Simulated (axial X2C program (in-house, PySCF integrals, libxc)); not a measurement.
# CsSi: bond curves with and without spin–orbit coupling

Aim: find the lowest determinant of CsSi, scan the bond at several levels and fit the constants, once spin-free and once with spin–orbit coupling.

Computed with an in-house X2C program for linear molecules on PySCF integrals. Level: all-electron X2C, Cs dyall-cv3z, Si dyall-v3z.

All values are calculated.

## 1. The job

Contents of task.json:

```json
{"zs": [55, 14], "q": 0, "bas": ["dyall-cv3z", "dyall-v3z"], "levels": ["PBE0", "HF", "TPSS"], "cc": true, "r0": 3.48, "thr": -2.0, "nmax": 90, "npts": 10, "nst": 2, "ntry": 6}
```

Keys: zs atomic numbers; q charge; bas basis sets; levels methods (HF also brings MP2); cc coupled cluster on or off; r0 starting distance in Å; thr threshold in hartree for freezing inner shells (an s shell follows its p shell); nmax most natural virtual spinors; npts points asked for on the curve; nst determinants followed; ntry starts of the search.

Command:

```bash
$ python so2c.py task.json out
```

Spin-free means the one-electron spin-free X2C Hamiltonian; two-component (2c) means X2C with spin–orbit coupling and atomic mean-field two-electron Coulomb and Gaunt terms. Basis: Cs dyall-cv3z contracted to [15s15p9d4f1g], Si dyall-v3z contracted to [8s7p2d1f]; Gaussian nuclei, density fitting. Masses: Cs 132.905 u, Si 27.977 u.

Notation: σ, π±, δ± give the projection m of an orbital's angular momentum (0, ±1, ±2), α and β its spin, Λ and M_S the sums; ω is the projection of a spinor's total angular momentum and Ω the sum. Logs are in hartree.

The results follow Hamiltonian by Hamiltonian and level by level.

## 2. State search with PBE0

PBE0 moves the distance from 3.480 Å to 3.269 Å and compares determinants there.

Spin-free determinants:

| ΔE (eV) | state | open shells |
| --- | --- | --- |
| 0.00 | M_S = 3/2, Λ = 0 | beyond closed shells: σα, π+α, π-α |
| 0.45 | M_S = 1/2, Λ = 0 | beyond closed shells: σβ, π+α, π-α |
| 0.98 | M_S = 1/2, Λ = 0 | beyond closed shells: σα, π+β, π-α |
| 0.98 | M_S = 1/2, Λ = 2 | beyond closed shells: σα, π+α, π+β |
| 1.14 | M_S = 1/2, Λ = 1 | beyond closed shells: π+α |
| 1.50 | M_S = 1/2, Λ = 1 | beyond closed shells: π+α, π+β, π-α |
| 2.20 | M_S = 3/2, Λ = 1 | beyond closed shells: 2 × σα, π+α |

Two-component determinants:

```csv
ΔE (eV),state,open shells
0.00,Ω = 3/2,excess of +ω over −ω: ω = 3/2
0.45,Ω = 1/2,"excess of +ω over −ω: 2 × ω = -1/2, ω = 3/2"
0.95,Ω = 1/2,excess of +ω over −ω: ω = 1/2
0.98,Ω = 5/2,"excess of +ω over −ω: 2 × ω = 1/2, ω = 3/2"
1.00,Ω = 1/2,excess of +ω over −ω: ω = 1/2
3.33,Ω = 7/2,"excess of +ω over −ω: ω = 1/2, 2 × ω = 3/2"
3.37,Ω = 5/2,"excess of +ω over −ω: ω = -1/2, 2 × ω = 3/2"
```

## 3. PBE0, spin-free

State followed: M_S = 3/2, Λ = 0 (beyond closed shells: σα, π+α, π-α). The scan is laid around 3.269 Å, a first estimate of the minimum, and this SCF restarts from the orbitals of the search.

Output at 3.269 Å:

```text
spin-free X2C-1e  PBE0
basis functions 188  fitting functions 1012  grid points 5088
iter        total energy     max residual
   1      -8075.759355230     3.29e-05
   2      -8075.759355250     2.32e-05
   3      -8075.759355264     6.64e-06
   4      -8075.759355267     3.44e-06
   5      -8075.759355268     4.42e-07
converged
one-electron -11296.07523147  Coulomb 3310.65574337  exact exchange -52.96160144  xc functional -162.02386145  nuclear repulsion 124.64559572
```

Along the bond, energies from the lowest point:

```tsv
R (Å)	E (eV)	μ (D)	HOMO (eV)	LUMO (eV)	iterations
2.844	0.3012	-8.13	-3.83	-1.09	11
2.975	0.1249	-8.74	-3.89	-1.15	11
3.073	0.0491	-9.19	-3.91	-1.19	10
3.171	0.0102	-9.62	-3.84	-1.24	10
3.269	0.0000	-10.05	-3.76	-1.29	5
3.383	0.0155	-10.53	-3.68	-1.34	9
3.498	0.0529	-11.00	-3.60	-1.40	9
3.645	0.1229	-11.58	-3.51	-1.48	10
3.825	0.2287	-12.23	-3.42	-1.56	10
4.086	0.4000	-13.06	-3.32	-1.69	10
```

Dipoles are positive if Si is the positive end.

Outer orbitals at the reference distance:

```
symmetry  occupied  ε (eV)              atomic character
      σα       yes  -29.25                      99% Cs s
      σβ       yes  -29.18                      99% Cs s
      σα       yes  -15.21                      96% Cs p
     π-α       yes  -15.15                     100% Cs p
     π+α       yes  -15.15                     100% Cs p
     π-β       yes  -15.08                     100% Cs p
     π+β       yes  -15.08                     100% Cs p
      σβ       yes  -14.97                      98% Cs p
      σα       yes  -10.74    80% Si s, 8% Cs p, 7% Cs d
      σβ       yes   -8.11    81% Si s, 7% Cs p, 7% Cs d
      σα       yes   -3.90   79% Si p, 10% Cs s, 8% Cs d
     π-α       yes   -3.76   86% Si p, 10% Cs d, 4% Cs p
     π+α       yes   -3.76   86% Si p, 10% Cs d, 4% Cs p
      σα        no   -1.29   74% Cs s, 18% Cs p, 4% Si p
      σβ        no   -1.22  72% Cs s, 14% Cs p, 13% Si p
     π-β        no   -0.40  62% Si p, 22% Cs d, 16% Cs p
     π+β        no   -0.40  62% Si p, 22% Cs d, 16% Cs p
```

PBE0 fields in the half plane through the axis: z from -2.4 to 5.4 Å across, distance from the axis 0.15 to 2.25 Å upwards; Cs lies at z = 0 and Si at z = 3.269 Å; the ELF is damped to zero where the density is low.

log10 density (e/bohr³). Ten even steps from ' ' (-4.36 ) to '@' (1.84 ):
```
        ..................::::::::::::::::::::......  
    ......::::::::::::::::::::::----------::::::::....
  ....::::--------------::::------------------::::::..
....::::----==========------------==========----::::::
..::::----==++++++++====------================----::::
..::----==++++******++++============++++++======----::
..::--====++**######**++==========++++**++++====----::
::::--==++++**%%@@%%**++========++++##%%##++====----::
```

ELF. Ten even steps from ' ' (0.00 ) to '@' (0.90 ):
```
                          ..--++**********++==--..    
          ....::....      ..==**##%%%%######**++--::  
        ..--==++++==::    ..==##%%%%@@@@%%%%####++--..
    ..::==**##%%%%%%**--....==%%@@@@@@@@@@@@@@%%##++--
  ..::==**%%%%%%%%@@%%**::..==%%@@@@@@@@@@@@@@@@%%**==
  ..--**%%@@##==--++%%%%==..==%%@@%%--::==%%@@@@@@##++
..::==##%%%%--++##==--%%++::==%%%%....++..--@@@@@@%%**
..::++##@@##--##%%##--****::==%%**  @@**%%  %%@@@@%%##
```

Re = 3.261 Å, ωe = 165.7 cm⁻¹, ωexe = 0.577 cm⁻¹, Be = 0.06859 cm⁻¹, De = 1.81 eV, μ = -10.01 D.

## 4. HF, spin-free

Output at 3.269 Å:

```text
spin-free X2C-1e  HF
basis functions 188  fitting functions 1012  grid points 5088
iter        total energy     max residual
   1      -8072.620298138     3.06e-01
   2      -8072.641579139     4.26e-03
   3      -8072.642205167     1.68e-03
   4      -8072.642312303     7.97e-04
   5      -8072.642352755     4.92e-04
   6      -8072.642373734     2.64e-04
   7      -8072.642379418     1.48e-04
   8      -8072.642380512     7.41e-05
   9      -8072.642380846     3.60e-05
  10      -8072.642381022     1.42e-05
  11      -8072.642381051     3.05e-06
  12      -8072.642381052     8.57e-07
converged
one-electron -11294.49844541  Coulomb 3309.12712495  exact exchange -211.91665631  xc functional 0.00000000  nuclear repulsion 124.64559572
```

Re = 3.434 Å, ωe = 153.5 cm⁻¹, ωexe = 0.498 cm⁻¹, Be = 0.06184 cm⁻¹, De = 1.27 eV, μ = -12.24 D.

## 5. TPSS, spin-free

Output at 3.269 Å:

```text
spin-free X2C-1e  TPSS
basis functions 188  fitting functions 1012  grid points 5088
iter        total energy     max residual
   1      -8075.911197391     1.45e-01
   2      -8075.912657297     6.51e-03
   3      -8075.912647907     3.44e-03
   4      -8075.912750854     9.07e-04
   5      -8075.912769090     2.05e-04
   6      -8075.912770196     2.42e-05
   7      -8075.912770214     1.27e-05
   8      -8075.912770220     7.32e-06
   9      -8075.912770222     1.15e-06
converged
one-electron -11295.50564084  Coulomb 3310.06462997  exact exchange 0.00000000  xc functional -215.11735507  nuclear repulsion 124.64559572
```

Re = 3.274 Å, ωe = 162.5 cm⁻¹, ωexe = 0.602 cm⁻¹, Be = 0.06804 cm⁻¹, De = 1.91 eV, μ = -9.68 D.

## 6. Correlated methods, spin-free

Correlated methods: 13 electrons correlated (frozen shells, counted by type: Cs 4 s, 3 p, 2 d; Si 2 s, 1 p), 267 virtual spinors in MP2, 90 natural virtuals in coupled cluster.

Output of the correlated part at 3.269 Å:

```text
correlated 13  virtual 267  natural virtual 90  E(MP2) -0.241615388  MP2 remainder -0.009819118
iter   CCSD correlation   residual
   1     -0.255302684   1.09e-01
   2     -0.261826237   3.15e-02
   3     -0.262026247   7.33e-03
   4     -0.262050746   2.86e-03
   5     -0.262048696   1.05e-03
   6     -0.262049677   3.90e-04
   7     -0.262052825   1.42e-04
   8     -0.262052974   4.16e-05
   9     -0.262052749   1.56e-05
  10     -0.262052809   5.76e-06
  11     -0.262052831   2.03e-06
  12     -0.262052846   6.62e-07
(T) -0.009596712  T1 0.0104  D1 0.0265  max T2 0.070
```

T1 in the output is the amplitude norm over the root of the electron number; divide by √2 for the Lee–Taylor value.

MP2: Re = 3.300 Å, ωe = 167.6 cm⁻¹, Be = 0.06699 cm⁻¹, De = 1.69 eV.

CCSD: Re = 3.325 Å, ωe = 164.8 cm⁻¹, ωexe = 0.527 cm⁻¹, Be = 0.06598 cm⁻¹, De = 1.62 eV. T1 at Re = 0.007 (Lee–Taylor, the printed value over √2).

CCSD(T): Re = 3.313 Å, ωe = 166.0 cm⁻¹, ωexe = 0.528 cm⁻¹, Be = 0.06646 cm⁻¹, De = 1.65 eV. T1 at Re = 0.007 (Lee–Taylor, the printed value over √2).

## 7. A higher determinant, spin-free

State: M_S = 1/2, Λ = 0 (beyond closed shells: σβ, π+α, π-α).

Output at the reference distance:

```text
spin-free X2C-1e  PBE0
basis functions 188  fitting functions 1012  grid points 5088
iter        total energy     max residual
   1      -8075.742802285     1.46e-05
   2      -8075.742802297     1.06e-05
   3      -8075.742802302     2.50e-06
   4      -8075.742802303     5.29e-07
converged
one-electron -11295.93289852  Coulomb 3310.51235289  exact exchange -52.95583994  xc functional -162.01201245  nuclear repulsion 124.64559572
```

```tsv
R (Å)	E above the lowest PBE0 point (eV)
2.844	0.750
2.975	0.579
3.073	0.504
3.171	0.464
3.269	0.450
3.383	0.460
3.498	0.490
3.645	0.549
3.825	0.638
```

Re = 3.280 Å, ωe = 155.6 cm⁻¹, ωexe = 0.621 cm⁻¹, Be = 0.0678 cm⁻¹, μ = -9.81 D. ⟨S²⟩ = 1.77 against 0.75 for a pure state, so this determinant mixes spins. Te = 0.45 eV.

## 8. The spin-free curves together

Energy (eV) of the followed determinant, spin-free, from each level's lowest point:

```tsv
R (Å)	PBE0	HF	MP2	CCSD	CCSD(T)	TPSS
2.844	0.301	0.598	0.377	n/a	n/a	0.312
2.975	0.125	0.319	0.169	0.191	0.180	0.133
3.073	0.049	0.179	0.074	0.088	0.081	0.055
3.171	0.010	0.085	0.021	0.028	0.024	0.013
3.269	0.000	0.029	0.000	0.000	0.000	0.000
3.383	0.016	0.000	0.007	0.000	0.003	0.012
3.498	0.053	0.001	0.038	0.026	0.032	0.046
3.645	0.123	0.035	0.105	0.086	0.095	0.111
3.825	0.229	0.108	0.212	n/a	n/a	0.211
4.086	0.400	0.251	0.391	n/a	n/a	0.372
```

## 9. PBE0, 2c

State followed: Ω = 3/2 (excess of +ω over −ω: ω = 3/2). The scan is laid around 3.269 Å, a first estimate of the minimum, and this SCF restarts from the orbitals of the search.

Output at 3.269 Å:

```text
two-component X2C + atomic mean field  PBE0
basis functions 188  fitting functions 1012  grid points 5088
iter        total energy     max residual
   1      -8072.513665809     9.18e-06
   2      -8072.513665810     1.08e-05
converged
one-electron -11286.11810161  Coulomb 3308.79876960  exact exchange -52.93062898  xc functional -161.93653625  nuclear repulsion 124.64559572  atomic mean-field constant -4.97276429
```

Along the bond, energies from the lowest point:

```tsv
R (Å)	E (eV)	μ (D)	HOMO (eV)	LUMO (eV)	iterations
2.844	0.2997	-8.11	-3.84	-1.10	11
2.975	0.1240	-8.72	-3.89	-1.15	11
3.073	0.0485	-9.17	-3.91	-1.19	10
3.171	0.0099	-9.60	-3.83	-1.24	10
3.269	0.0000	-10.03	-3.76	-1.29	2
3.383	0.0158	-10.51	-3.67	-1.34	9
3.498	0.0535	-10.98	-3.59	-1.40	9
3.645	0.1237	-11.56	-3.51	-1.48	10
3.825	0.2298	-12.22	-3.42	-1.57	10
4.086	0.4014	-13.05	-3.32	-1.69	10
```

Dipoles are positive if Si is the positive end.

Outer spinors at the reference distance:

| ω | occupied | ε (eV) | atomic character | λ mixture |
| --- | --- | --- | --- | --- |
| 1/2 | yes | -29.25 | 99% Cs s | 100% σ |
| -1/2 | yes | -29.18 | 99% Cs s | 100% σ |
| 1/2 | yes | -16.22 | 99% Cs p | 64% π, 36% σ |
| -1/2 | yes | -16.20 | 99% Cs p | 71% π, 29% σ |
| 1/2 | yes | -14.65 | 97% Cs p | 64% σ, 36% π |
| 3/2 | yes | -14.62 | 100% Cs p | 100% π |
| -3/2 | yes | -14.55 | 100% Cs p | 100% π |
| -1/2 | yes | -14.50 | 98% Cs p | 71% σ, 29% π |
| 1/2 | yes | -10.74 | 80% Si s, 8% Cs p, 7% Cs d | 100% σ |
| -1/2 | yes | -8.12 | 81% Si s, 7% Cs p, 7% Cs d | 100% σ |
| 1/2 | yes | -3.91 | 79% Si p, 10% Cs s, 8% Cs d | 100% σ |
| -1/2 | yes | -3.78 | 86% Si p, 10% Cs d, 4% Cs p | 100% π |
| 3/2 | yes | -3.76 | 86% Si p, 10% Cs d, 4% Cs p | 100% π |
| 1/2 | no | -1.29 | 74% Cs s, 18% Cs p, 4% Si p | 100% σ |
| -1/2 | no | -1.22 | 72% Cs s, 14% Cs p, 13% Si p | 100% σ |
| 1/2 | no | -0.41 | 61% Si p, 21% Cs d, 17% Cs p | 100% π |
| -3/2 | no | -0.39 | 62% Si p, 22% Cs d, 15% Cs p | 100% π |

PBE0 fields in the half plane through the axis: z from -2.4 to 5.4 Å across, distance from the axis 0.15 to 2.25 Å upwards; Cs lies at z = 0 and Si at z = 3.269 Å; the ELF is damped to zero where the density is low.

log10 density (e/bohr³). Ten even steps from '0' (-4.35 ) to '9' (1.84 ):
```
000011111111122222222221110
001112222222222233333222211
011223333333223333333332221
112233444443333334444433222
122334555544333444444443322
123345556655444444555444332
123445677765444445565544332
223455689865444455787544332
```

ELF. Ten even steps from '0' (0.00 ) to '9' (0.90 ):
```
000000000000013566666543100
000001121100014678877765320
000013455420014788998877531
001246788863114899999998753
012468888986214899999999864
013688743578414898324899975
124788357538524881151399986
125797378736624860968089987
```

Re = 3.260 Å, ωe = 165.9 cm⁻¹, ωexe = 0.577 cm⁻¹, Be = 0.06864 cm⁻¹, De = 1.81 eV, μ = -9.99 D.

## 10. HF, 2c

Output at 3.269 Å:

```text
two-component X2C + atomic mean field  HF
basis functions 188  fitting functions 1012  grid points 5088
iter        total energy     max residual
   1      -8069.369016510     3.11e-01
   2      -8069.390320922     4.30e-03
   3      -8069.390950235     1.69e-03
   4      -8069.391057879     7.95e-04
   5      -8069.391098405     4.91e-04
   6      -8069.391119412     2.65e-04
   7      -8069.391125148     1.48e-04
   8      -8069.391126259     7.42e-05
   9      -8069.391126596     3.60e-05
  10      -8069.391126775     1.42e-05
  11      -8069.391126806     3.04e-06
  12      -8069.391126807     1.90e-06
converged
one-electron -11284.54177413  Coulomb 3307.27057654  exact exchange -211.79276065  xc functional 0.00000000  nuclear repulsion 124.64559572  atomic mean-field constant -4.97276429
```

Re = 3.434 Å, ωe = 153.6 cm⁻¹, ωexe = 0.498 cm⁻¹, Be = 0.06187 cm⁻¹, De = 1.27 eV, μ = -12.22 D.

## 11. TPSS, 2c

Output at 3.269 Å:

```text
two-component X2C + atomic mean field  TPSS
basis functions 188  fitting functions 1012  grid points 5088
iter        total energy     max residual
   1      -8072.661720749     1.45e-01
   2      -8072.663192078     6.53e-03
   3      -8072.663183287     3.46e-03
   4      -8072.663285513     9.00e-04
   5      -8072.663303521     2.08e-04
   6      -8072.663304657     2.41e-05
   7      -8072.663304676     1.26e-05
   8      -8072.663304682     7.37e-06
   9      -8072.663304683     1.15e-06
converged
one-electron -11285.54712628  Coulomb 3308.20625786  exact exchange 0.00000000  xc functional -214.99526769  nuclear repulsion 124.64559572  atomic mean-field constant -4.97276429
```

Re = 3.273 Å, ωe = 162.7 cm⁻¹, ωexe = 0.602 cm⁻¹, Be = 0.06809 cm⁻¹, De = 1.91 eV, μ = -9.66 D.

## 12. MP2 and beyond, 2c

Correlated methods: 13 electrons correlated (frozen shells, counted by type: Cs 4 s, 3 p, 2 d; Si 2 s, 1 p), 267 virtual spinors in MP2, 90 natural virtuals in coupled cluster.

Output of the correlated part at 3.269 Å:

```text
correlated 13  virtual 267  natural virtual 90  E(MP2) -0.241052792  MP2 remainder -0.009826543
iter   CCSD correlation   residual
   1     -0.254695655   1.09e-01
   2     -0.261201674   3.15e-02
   3     -0.261401020   7.32e-03
   4     -0.261425267   2.86e-03
   5     -0.261423202   1.05e-03
   6     -0.261424228   3.91e-04
   7     -0.261427375   1.44e-04
   8     -0.261427518   4.56e-05
   9     -0.261427268   2.19e-05
  10     -0.261427324   1.36e-05
  11     -0.261427359   9.75e-06
  12     -0.261427408   6.34e-06
  13     -0.261427397   3.05e-06
(T) -0.009541327  T1 0.0104  D1 0.0265  max T2 0.070
```

MP2: Re = 3.299 Å, ωe = 167.7 cm⁻¹, Be = 0.06702 cm⁻¹, De = 1.70 eV.

CCSD: Re = 3.324 Å, ωe = 164.9 cm⁻¹, ωexe = 0.527 cm⁻¹, Be = 0.066 cm⁻¹, De = 1.62 eV. T1 at Re = 0.007 (Lee–Taylor, the printed value over √2).

CCSD(T): Re = 3.312 Å, ωe = 166.1 cm⁻¹, ωexe = 0.529 cm⁻¹, Be = 0.06648 cm⁻¹, De = 1.65 eV. T1 at Re = 0.007 (Lee–Taylor, the printed value over √2).

## 13. A higher determinant, 2c

State: Ω = 1/2 (excess of +ω over −ω: 2 × ω = -1/2, ω = 3/2).

Output at the reference distance:

```text
two-component X2C + atomic mean field  PBE0
basis functions 188  fitting functions 1012  grid points 5088
iter        total energy     max residual
   1      -8072.497121015     7.56e-06
   2      -8072.497121015     8.58e-06
converged
one-electron -11285.97569518  Coulomb 3308.65530758  exact exchange -52.92487188  xc functional -161.92469295  nuclear repulsion 124.64559572  atomic mean-field constant -4.97276429
```

```tsv
R (Å)	E above the lowest PBE0 point (eV)
2.844	0.748
2.975	0.578
3.073	0.503
3.171	0.463
3.269	0.450
3.383	0.460
3.498	0.491
3.645	0.549
3.825	0.639
```

Re = 3.279 Å, ωe = 155.8 cm⁻¹, ωexe = 0.622 cm⁻¹, Be = 0.06786 cm⁻¹, μ = -9.78 D. Te = 0.45 eV.

## 14. The 2c curves together

Energy (eV) of the followed determinant, 2c, from each level's lowest point:

```tsv
R (Å)	PBE0	HF	MP2	CCSD	CCSD(T)	TPSS
2.844	0.300	0.597	0.376	n/a	n/a	0.311
2.975	0.124	0.318	0.168	0.190	0.179	0.132
3.073	0.049	0.178	0.074	0.088	0.081	0.054
3.171	0.010	0.085	0.021	0.027	0.024	0.013
3.269	0.000	0.029	0.000	0.000	0.000	0.000
3.383	0.016	0.000	0.007	0.000	0.003	0.012
3.498	0.053	0.001	0.039	0.026	0.032	0.046
3.645	0.124	0.035	0.105	0.087	0.096	0.112
3.825	0.230	0.108	0.212	n/a	n/a	0.212
4.086	0.401	0.252	0.392	n/a	n/a	0.373
```

The whole job took 2.3 min on 1 thread of Arm Neoverse V2, shared host.

## 15. Constants

Lowest determinant that the search found at its distance, spin-free: M_S = 3/2, Λ = 0 (beyond closed shells: σα, π+α, π-α).

Lowest determinant that the search found at its distance, 2c: Ω = 3/2 (excess of +ω over −ω: ω = 3/2).

| Hamiltonian | level | Re (Å) | ωe (cm⁻¹) | De (eV) | μ (D) |
| --- | --- | --- | --- | --- | --- |
| spin-free | PBE0 | 3.261 | 165.7 | 1.81 | -10.01 |
| spin-free | HF | 3.434 | 153.5 | 1.27 | -12.24 |
| spin-free | MP2 | 3.300 | 167.6 | 1.69 | n/a |
| spin-free | CCSD | 3.325 | 164.8 | 1.62 | n/a |
| spin-free | CCSD(T) | 3.313 | 166.0 | 1.65 | n/a |
| spin-free | TPSS | 3.274 | 162.5 | 1.91 | -9.68 |
| 2c | PBE0 | 3.260 | 165.9 | 1.81 | -9.99 |
| 2c | HF | 3.434 | 153.6 | 1.27 | -12.22 |
| 2c | MP2 | 3.299 | 167.7 | 1.70 | n/a |
| 2c | CCSD | 3.324 | 164.9 | 1.62 | n/a |
| 2c | CCSD(T) | 3.312 | 166.1 | 1.65 | n/a |
| 2c | TPSS | 3.273 | 162.7 | 1.91 | -9.66 |

Dipoles are positive if Si is the positive end.

Time per point (s) on 1 thread of Arm Neoverse V2, shared host (2c runs; CCSD comes with the CCSD(T) run); the times are rough: PBE0 0.59, HF 0.59, MP2 0.88, CCSD(T) 5.4, TPSS 0.54.

At CCSD(T), going from spin-free to two-component changes Re by -1 mÅ, ωe by 0.0 %, which is small (part of it comes from the scalar share of the two-electron terms). De moves by 0.00 eV; both De rest on single-determinant atoms, which can miss part of an open shell's spin–orbit lowering.

De refers to Cs + Si, each in the lowest determinant found, which need not be this curve's own limit. The state is a single determinant with fixed occupations, the lowest that a limited PBE0 search found. De is counted from the lowest determinant-based energies of the atoms at the same level, without counterpoise correction. Density functionals use the spin component along the axis (collinear). CCSD and (T) use frozen natural virtuals with an MP2 correction for the truncation. The meta-GGAs lack a current-density term, which matters for open shells with orbital currents, atoms included. With several unpaired electrons one determinant need not be a pure state.
